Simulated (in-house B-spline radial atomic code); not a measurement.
**P²⁺: excited configurations**

Aim: the energies of several excited configurations of P²⁺ above a reference configuration, each from its own self-consistent run.

The numbers are computed with in-house B-spline radial atomic code version 1 (scalar-relativistic (spin-free one-electron X2C) HSE06, spin-polarised, spherical density, exact exchange averaged over the configuration, Fermi nucleus, basis-set limit), except any that are marked as measured or tabulated.

## (1) Starting point

* element: phosphorus (Z = 15)
* charge: +2
* electrons: 13
* configuration: [Ne] 3s2 3p1
* Hamiltonian: scalar-relativistic (X2C)
* nucleus: Fermi, rms radius 3.189 fm

Outer shells as boxes (Hund's rule):

[Ne] 3s2 3p1
```
[Ne] core
3s [↑↓]
3p [↑ ][  ][  ]
```

Where spins are not typed, each open shell is filled with up spins first.

## (2) The base configuration

Input settings:

```ini
Z = 15
electrons = 13.0
configuration = [Ne] 3s2 3p1
hamiltonian = x2c
method = hse06
spin_polarised = True
nucleus = fermi
rms_radius = 3.1889
mass_number = 31
atomic_mass = 30.97376199768
speed_of_light = 137.035999084
exact_exchange = averaged over the configuration
```

Command:

```console
python run_scf.py task.json out
```

The settings of every run stand in task.json; they run in order.

## (3) Configuration [He] 2s2 2p5 3s2 3p2

Changes to the settings of step 2:

```diff
@@ -2,3 +2,3 @@
 electrons = 13.0
-configuration = [Ne] 3s2 3p1
+configuration = [He] 2s2 2p5 3s2 3p2
 hamiltonian = x2c
```

## (4) Configuration [He] 2s2 2p5 3s2 3p1 4f1

Changes to the settings of step 3:

```diff
@@ -2,3 +2,3 @@
 electrons = 13.0
-configuration = [He] 2s2 2p5 3s2 3p2
+configuration = [He] 2s2 2p5 3s2 3p1 4f1
 hamiltonian = x2c
```

## (5) Run with [Ne] 3s2 3d1

Changes to the settings of step 4:

```diff
@@ -2,3 +2,3 @@
 electrons = 13.0
-configuration = [He] 2s2 2p5 3s2 3p1 4f1
+configuration = [Ne] 3s2 3d1
 hamiltonian = x2c
```

## (6) [Ne] 3s1 3p1 4p1

Changes to the settings of step 5:

```diff
@@ -2,3 +2,3 @@
 electrons = 13.0
-configuration = [Ne] 3s2 3d1
+configuration = [Ne] 3s1 3p1 4p1
 hamiltonian = x2c
```

## (7) Run with [Ne] 3s1 3p1 4d1

Changes to the settings of step 6:

```diff
@@ -2,3 +2,3 @@
 electrons = 13.0
-configuration = [Ne] 3s1 3p1 4p1
+configuration = [Ne] 3s1 3p1 4d1
 hamiltonian = x2c
```

## (8) Configuration [Ne] 3s1 3p1 4s1

Changes to the settings of step 7:

```diff
@@ -2,3 +2,3 @@
 electrons = 13.0
-configuration = [Ne] 3s1 3p1 4d1
+configuration = [Ne] 3s1 3p1 4s1
 hamiltonian = x2c
```

Before running: How far above the reference does each configuration lie (order and size, in eV)?

**Answer**, as computed:

| net move | configuration | 2|M_S|+1 | energy above the reference (eV) | largest <r> (bohr) |
| --- | --- | --- | --- | --- |
| 3p → 3d | [Ne] 3s2 3d1 | 2 | 12.761 | 2.57 |
| 3s → 4s | [Ne] 3s1 3p1 4s1 | 4 | 22.398 | 3.97 |
| 3s → 4p | [Ne] 3s1 3p1 4p1 | 4 | 25.339 | 3.40 |
| 3s → 4d | [Ne] 3s1 3p1 4d1 | 4 | 28.802 | 5.62 |
| 2p → 3p | [He] 2s2 2p5 3s2 3p2 | 4 | 131.25 | 1.79 |
| 2p → 4f | [He] 2s2 2p5 3s2 3p1 4f1 | 4 | 157.62 | 5.62 |

**Reading.** The lowest of them is 3p → 3d at 12.761 eV and the highest 2p → 4f at 157.62 eV. 2 of them lie more than 60 % above minus the reference's highest level (25.862 eV), in the range where a state can decay by emitting an electron. Two partly filled shells share a symmetry and can mix in the average, which may lower the energy, for: 3s → 4p. The reference has 2|M_S|+1 = 2; 5 of the configurations differ from it in spin. These are spherical averages at the typed spins, not spectroscopic levels.
